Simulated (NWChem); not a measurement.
# One shape, several levels: CH8BFSi2 (SMILES FB([SiH3])C[SiH3])

Wanted: a comparison of 4 runs (HF/STO-3G, HF/3-21G, B3LYP/6-31G*) of CH8BFSi2. 

The calculation is run with NWChem 7.3.0.

## (1) Starting point

CH8BFSi2: 13 atoms, total charge 0, spin state singlet. As SMILES, `FB([SiH3])C[SiH3]`. The coordinates come from a PBE0-D4/def2-TZVP relaxation. This is one conformer, not always the lowest.

Bond lengths: F1–B2 1.335 Å, B2–Si3 2.042 Å, B2–C4 1.545 Å, C4–Si5 1.890 Å, Si3–H6 1.490 Å, Si3–H7 1.489 Å, Si3–H8 1.490 Å, C4–H9 1.094 Å, C4–H10 1.095 Å, Si5–H11 1.485 Å, Si5–H12 1.486 Å, Si5–H13 1.487 Å. Some angles: F1–B2–Si3 116.8°, F1–B2–C4 118.3°, Si3–B2–C4 124.8°, B2–C4–Si5 109.3°, B2–Si3–H6 110.0°, B2–Si3–H7 111.5°, B2–Si3–H8 110.7°, B2–C4–H9 112.1°, B2–C4–H10 112.9°, Si5–C4–H9 105.0°.

## (2) Energy and gradient at HF/STO-3G (run 1)

m1.xyz

```xyz
13

F     -2.069600     0.020500     0.884500
B     -0.783600     0.290500     0.651200
Si     0.547000    -0.231900     2.109800
C     -0.400200     0.913200    -0.709800
Si     0.101700    -0.460800    -1.907100
H      0.242900     0.508700     3.366700
H      1.946200     0.083900     1.710200
H      0.460500    -1.689300     2.405500
H      0.480200     1.558800    -0.634400
H     -1.226700     1.460300    -1.175000
H     -1.046200    -1.368000    -2.163100
H      0.549300     0.135200    -3.192100
H      1.218700    -1.255800    -1.331700
```

m1.nw

```
start m1
memory 2200 mb
geometry units angstroms noautosym nocenter noautoz
load m1.xyz
end
basis spherical bse
* library STO-3G
end
scf
singlet
rhf
thresh 1e-08
maxiter 80
print low
end
task scf gradient
```

Command:

```bash
nwchem m1.nw > m1.out
```

Output:

```text
[...]
  functions       =    41
[...]
  wavefunction    = RHF
[...]
         Total SCF energy =   -735.748915998196
      One-electron energy =  -1541.257250424502
      Two-electron energy =    545.841079716727
 Nuclear repulsion energy =    259.667254709579
        Time for solution =      2.6s
[...]
                         RHF ENERGY GRADIENTS
    atom               coordinates                        gradient
                 x          y          z           x          y          z
   1 F      -3.910977   0.038739   1.671463   -0.027510  -0.006715   0.006185
   2 B      -1.480789   0.548965   1.230590    0.022021   0.016798  -0.036095
   3 Si      1.033680  -0.438227   3.986944   -0.008758   0.001340  -0.009068
   4 C      -0.756268   1.725698  -1.341328   -0.012021  -0.002327   0.024012
   5 Si      0.192185  -0.870786  -3.603896   -0.007303   0.019632   0.018124
   6 H       0.459014   0.961304   6.362140   -0.007946   0.017255   0.028166
   7 H       3.677785   0.158548   3.231809    0.031608   0.007709  -0.009940
   8 H       0.870219  -3.192314   4.545736   -0.002768  -0.032958   0.006400
   9 H       0.907446   2.945705  -1.198842    0.012259   0.001623  -0.000562
  10 H      -2.318127   2.759567  -2.220428   -0.009363   0.001708  -0.006693
  11 H      -1.977031  -2.585145  -4.087666   -0.025512  -0.019771  -0.005434
[...]
```

Wall time 3.9 s (1 thread of AMD EPYC 9R45 (Zen 5), shared host); peak memory 0.099 GiB.

## (3) Energy and gradient at HF/3-21G (run 2)

calc.xyz

```xyz
13

F     -2.069600     0.020500     0.884500
B     -0.783600     0.290500     0.651200
Si     0.547000    -0.231900     2.109800
C     -0.400200     0.913200    -0.709800
Si     0.101700    -0.460800    -1.907100
H      0.242900     0.508700     3.366700
H      1.946200     0.083900     1.710200
H      0.460500    -1.689300     2.405500
H      0.480200     1.558800    -0.634400
H     -1.226700     1.460300    -1.175000
H     -1.046200    -1.368000    -2.163100
H      0.549300     0.135200    -3.192100
H      1.218700    -1.255800    -1.331700
```

run.py

```python
from ase.io import read
from ase.calculators.nwchem import NWChem

system = read('calc.xyz')

calc = NWChem(
    label='calc',
    theory='scf',
    memory='2200 mb',
    basis='3-21G',
    basispar='spherical bse',
    scf={'nopen': '0', 'rhf': None, 'thresh': '1e-08', 'maxiter': '80'},
)
system.calc = calc

forces = system.get_forces()
e = system.get_potential_energy()
print(f"E = {e:.6f} eV")
print("forces (eV/A):")
for s, f in zip(system.symbols, forces):
    print(f"{s:2s} {f[0]:10.5f} {f[1]:10.5f} {f[2]:10.5f}")
print("dipole (e A):", system.get_dipole_moment().round(4))
```

Command:

```bash
export ASE_NWCHEM_COMMAND="nwchem PREFIX.nwi > PREFIX.nwo"
python run.py
```

Output:

```text
E = -20152.473309 eV
forces (eV/A):
F    -1.30833   -0.28858    0.36067
B     0.89243    0.31985   -0.11524
Si    0.06741    0.02237    0.00910
C     0.08798    0.67826    0.27285
Si    0.24796   -0.51977   -0.73477
H    -0.00072    0.02016    0.03908
H     0.02941    0.00242    0.00962
H     0.00946   -0.04669    0.01460
H    -0.28909    0.00406    0.00159
H     0.23680   -0.03456    0.18111
H    -0.01070   -0.06556   -0.00530
H     0.00879   -0.03085   -0.03044
H     0.02854   -0.06109   -0.00288
dipole (e A): [ 0.1368  0.1787 -0.2211]
```

The calculator wrote calc.nwi:

```
title "calc"

permanent_dir calc

scratch_dir calc

start calc

geometry units angstrom nocenter noautosym noautoz
  F  -2.0695999999999999e+00 2.0500000000000001e-02 8.8449999999999995e-01
  B  -7.8359999999999996e-01 2.9049999999999998e-01 6.5120000000000000e-01
  Si 5.4700000000000004e-01 -2.3190000000000000e-01 2.1097999999999999e+00
  C  -4.0020000000000000e-01 9.1320000000000001e-01 -7.0979999999999999e-01
  Si 1.0170000000000000e-01 -4.6079999999999999e-01 -1.9071000000000000e+00
  H  2.4290000000000000e-01 5.0870000000000004e-01 3.3666999999999998e+00
  H  1.9461999999999999e+00 8.3900000000000002e-02 1.7101999999999999e+00
  H  4.6050000000000002e-01 -1.6893000000000000e+00 2.4055000000000000e+00
  H  4.8020000000000002e-01 1.5588000000000000e+00 -6.3439999999999996e-01
  H  -1.2266999999999999e+00 1.4602999999999999e+00 -1.1750000000000000e+00
  H  -1.0462000000000000e+00 -1.3680000000000001e+00 -2.1631000000000000e+00
  H  5.4930000000000001e-01 1.3519999999999999e-01 -3.1920999999999999e+00
  H  1.2186999999999999e+00 -1.2558000000000000e+00 -1.3317000000000001e+00
end

memory 2200 mb

basis spherical bse noprint
   * library 3-21G
end

scf
  nopen 0
  rhf
  thresh 1e-08
  maxiter 80
end

task scf gradient
```

calc.nwo:

```text
Northwest Computational Chemistry Package (NWChem) 7.3.0
             --------------------------------------------------------

           Job information
           ---------------

    nwchem branch   = 7.3.0
    use scalapack   = T
    input           = calc.nwi
    prefix          = calc.
    data base       = calc/calc.db
    status          = startup
    nproc           =        1

           Memory information
           ------------------

    heap     =     72089594 doubles =      550.0 Mbytes
    stack    =     72089599 doubles =      550.0 Mbytes
    global   =    144179200 doubles =     1100.0 Mbytes (distinct from heap & stack)
    total    =    288358393 doubles =     2200.0 Mbytes
    verify   = yes
    hardfail = no

           Directory information
           ---------------------

  0 permanent = calc
  0 scratch   = calc

                                NWChem Input Module
                                -------------------

                                       calc
                                       ----

[... 135 lines left out ...]
 Convergence threshold     :          1.000E-08
[... 13 lines left out ...]
       Final RHF  results
[... 3 lines left out ...]
      One-electron energy =  -1542.377943118230
[... 1 line left out ...]
 Nuclear repulsion energy =    259.667254709578
[... 46 lines left out ...]
                       ROHF Final Molecular Orbital Analysis
[... 268 lines left out ...]
     1   1 0 0      0.258471      0.000000    -25.017893
[... 8 lines of this table left out ...]
     2   0 0 2    -38.702511      0.000000    585.265931

                              NWChem Gradients Module
                              -----------------------

                                       calc

  wavefunction    =   RHF

                         RHF ENERGY GRADIENTS

    atom               coordinates                        gradient
                 x          y          z           x          y          z
   1 F      -3.910977   0.038739   1.671463    0.025443   0.005612  -0.007014
   2 B      -1.480789   0.548965   1.230590   -0.017355  -0.006220   0.002241
   3 Si      1.033680  -0.438227   3.986944   -0.001311  -0.000435  -0.000177
[... 9 lines of this table left out ...]
  13 H       2.303009  -2.373118  -2.516548   -0.000555   0.001188   0.000056

                 ----------------------------------------
                 |  Time  |  1-e(secs)   |  2-e(secs)   |
                 ----------------------------------------
                 |  CPU   |       0.00   |       0.66   |
                 ----------------------------------------
                 |  WALL  |       0.00   |       0.66   |
                 ----------------------------------------

 Task  times  cpu:        3.7s     wall:        3.7s
 Total times  cpu:        3.7s     wall:        3.7s
```

It took 4.8 s on 1 thread of AMD EPYC 9R45 (Zen 5), shared host; peak memory 0.098 GiB.

Run 3 isn't shown in full; the table further down has it.

## (4) Energy and gradient at B3LYP/6-31G(d) (Cartesian functions) (run 4)

job.nw

```
start job
memory total 2200 mb
charge 0
geometry units angstrom noautosym nocenter noautoz
  F    -2.069600    0.020500    0.884500
  B    -0.783600    0.290500    0.651200
  Si    0.547000   -0.231900    2.109800
  C    -0.400200    0.913200   -0.709800
  Si    0.101700   -0.460800   -1.907100
  H     0.242900    0.508700    3.366700
  H     1.946200    0.083900    1.710200
  H     0.460500   -1.689300    2.405500
  H     0.480200    1.558800   -0.634400
  H    -1.226700    1.460300   -1.175000
  H    -1.046200   -1.368000   -2.163100
  H     0.549300    0.135200   -3.192100
  H     1.218700   -1.255800   -1.331700
end
basis
  * library 6-31G*
end
dft
  xc b3lyp
  mult 1
  grid fine
  convergence energy 1e-08
  iterations 100
  mulliken
  print medium
end
task dft gradient
```

Command:

```bash
nwchem job.nw > job.out
```

Output:

```text
[...]
          Wavefunction type:  closed shell.
          No. of atoms     :    13
          No. of electrons :    56
[...]
          Charge           :     0
          Spin multiplicity:     1
[...]
          AO basis - number of functions:    99
[...]
              XC Information
              --------------
                         B3LYP Method XC Potential
                     Hartree-Fock (Exact) Exchange  0.200
                        Slater Exchange Functional  0.800 local
                    Becke 1988 Exchange Functional  0.720 non-local
              Lee-Yang-Parr Correlation Functional  0.810
                  VWN I RPA Correlation Functional  0.190 local
[...]
 d= 0,ls=0.0,diis     1   -746.5728556849 -1.01D+03  1.13D-02  6.69D-01     2.3
[...]
 d= 0,ls=0.0,diis     8   -746.6472982578  2.92D-09  7.31D-06  6.44D-07    14.4
         Total DFT energy =     -746.647298257756
      One electron energy =    -1548.069084863063
           Coulomb energy =      606.603278214856
    Exchange-Corr. energy =      -64.848746319128
 Nuclear repulsion energy =      259.667254709579
[...]
      Total Density - Mulliken Population Analysis
     ---------------------------------------------
    Atom       Charge   Shell Charges
 -----------   ------   -------------------------------------------------------
    1 F    9     9.22   1.99  0.96  3.33  0.89  1.98  0.07
    2 B    5     4.60   1.99  0.55  1.34  0.38  0.25  0.09
    3 Si  14    13.89   2.00  1.99  5.96  1.04  2.00  0.30  0.50  0.11
    4 C    6     6.65   1.99  0.67  2.14  0.66  1.16  0.01
    5 Si  14    13.64   2.00  1.99  5.96  1.03  1.91  0.25  0.37  0.14
    6 H    1     1.05   0.51  0.55
    7 H    1     1.07   0.51  0.56
    8 H    1     1.05   0.51  0.55
    9 H    1     0.82   0.51  0.30
   10 H    1     0.82   0.51  0.30
[...]
  wavefunction    = closed shell
                         DFT ENERGY GRADIENTS
    atom               coordinates                        gradient
                 x          y          z           x          y          z
   1 F      -3.910977   0.038739   1.671463    0.004390   0.001354  -0.001568
   2 B      -1.480789   0.548965   1.230590   -0.001320  -0.000082  -0.002104
   3 Si      1.033680  -0.438227   3.986944    0.000298  -0.000329  -0.000074
   4 C      -0.756268   1.725698  -1.341328   -0.001139  -0.002179   0.000678
   5 Si      0.192185  -0.870786  -3.603896   -0.000828   0.002822   0.002930
   6 H       0.459014   0.961304   6.362140   -0.000263   0.000033  -0.000758
   7 H       3.677785   0.158548   3.231809   -0.000756   0.000146  -0.000638
   8 H       0.870219  -3.192314   4.545736   -0.000292   0.000519  -0.000621
   9 H       0.907446   2.945705  -1.198842   -0.000778  -0.002118   0.000027
  10 H      -2.318127   2.759567  -2.220428    0.001162  -0.001654   0.000244
  11 H      -1.977031  -2.585145  -4.087666    0.000064   0.000620   0.000552
[...]
```

It took 20 s on 1 thread of AMD EPYC 9R45 (Zen 5), shared host; peak memory 0.13 GiB.

## (5) All runs side by side

| run | level | iteration cap | module | energy (Eh) | largest force (eV/Å) | wall time |
| --- | --- | --- | --- | --- | --- | --- |
| 1 | HF/STO-3G | 80 | scf | -735.748916 | 2.340 | 3.9 s |
| 2 | HF/3-21G | 80 | scf | -740.589740 | 1.387 | 4.8 s |
| 3 | B3LYP/6-31G* (spherical functions) | 100 | dft | -746.641640 | 0.273 | 20 s |
| 4 | B3LYP/6-31G* (Cartesian functions) | 100 | dft | -746.647298 | 0.250 | 20 s |

## (6) Results

| quantity | value |
| --- | --- |
| run 4: total energy | -746.64730 Eh |
| run 4: dipole moment | 1.39 D |
| run 4: HOMO energy | -7.55 eV |
| run 4: LUMO energy | -1.15 eV |
| run 4: HOMO–LUMO gap | 6.40 eV |
| run 4: largest force on an atom | 0.250 eV/Å |

What this shows: In run 1 the basis is minimal, so the values are rough. All runs together took 49 s, the longest 20 s.
